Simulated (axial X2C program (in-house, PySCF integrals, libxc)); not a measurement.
# A two-component session on GaN: properties at the nuclei

Aim: properties at the nuclei of GaN, with spin–orbit coupling in the Hamiltonian from the start.

Computed with an in-house X2C program for linear molecules on PySCF integrals. Level: two-component X2C with atomic mean-field terms, Ga dyall-acv3z, N dyall-av3z.

All values are calculated.

## 1. The job

task.json reads:

```json
{"zs": [31, 7], "q": 0, "bas": ["dyall-acv3z", "dyall-av3z"], "r0": 1.77, "levels": ["PBE0", "HF", "B3LYP"], "nst": 1, "ff": 1, "thr": -3.5, "nmax": 130, "opt": {"ecut": 60}}
```

Keys: zs atomic numbers; q charge; bas basis sets; r0 starting distance in Å; levels methods (HF also brings MP2); nst determinants followed; ff finite-field run; thr threshold in hartree for freezing inner shells (an s shell follows its p shell); nmax most natural virtual spinors; ecut virtual cutoff in hartree.

Command:

```bash
$ python soeom.py task.json out
```

After this run come: Expectation values, lowest determinant; Finite-field coupled cluster.

**Question.** What will these runs give? Wanted: lowest determinant; Eeff magnitude; Ws magnitude Ga; A∥/gI Ga; qzz Ga (for each run or level that gives them).

The runs gave:

| quantity | value |
| --- | --- |
| lowest determinant | Ω = 1 (excess of +ω over −ω: ω = -1/2, ω = 3/2) |
| Eeff magnitude (GV/cm), PBE0 | 0.0964 |
| Ws magnitude Ga (kHz), PBE0 | 0.0543 |
| A∥/gI Ga (MHz), PBE0 | -13.9 |
| qzz Ga (a.u.), PBE0 | -4.20 |
| Eeff magnitude (GV/cm), CCSD(T) | 0.175 |
| Ws magnitude Ga (kHz), CCSD(T) | 0.0864 |
| A∥/gI Ga (MHz), CCSD(T) | -21.1 |
| qzz Ga (a.u.), CCSD(T) | -4.10 |

What this shows: In the first state, the effective field runs from 0.0964 to 0.299 GV/cm over the mean-field levels, so the levels don't agree on it. The expectation values come from single determinants, which for open shells can mix terms of unlike spin or miss the lowest Ω, so a determinant need not be a state. Eeff is the effective electric field on the electron dipole moment in this Ω state and Ws the scalar–pseudoscalar constant (defined with the proton number Z and per Ω); A∥ is the parallel hyperfine constant, which follows by multiplying with the nuclear g factor gI = μI/(I μN); qzz is the electric field gradient, eQq0 = 234.96 MHz × Q/barn × qzz; μ is positive if N is the positive end. The operators were transformed with the bare-nucleus X2C matrices. Correlation of the inner shells is missing, which matters for properties at the nucleus.
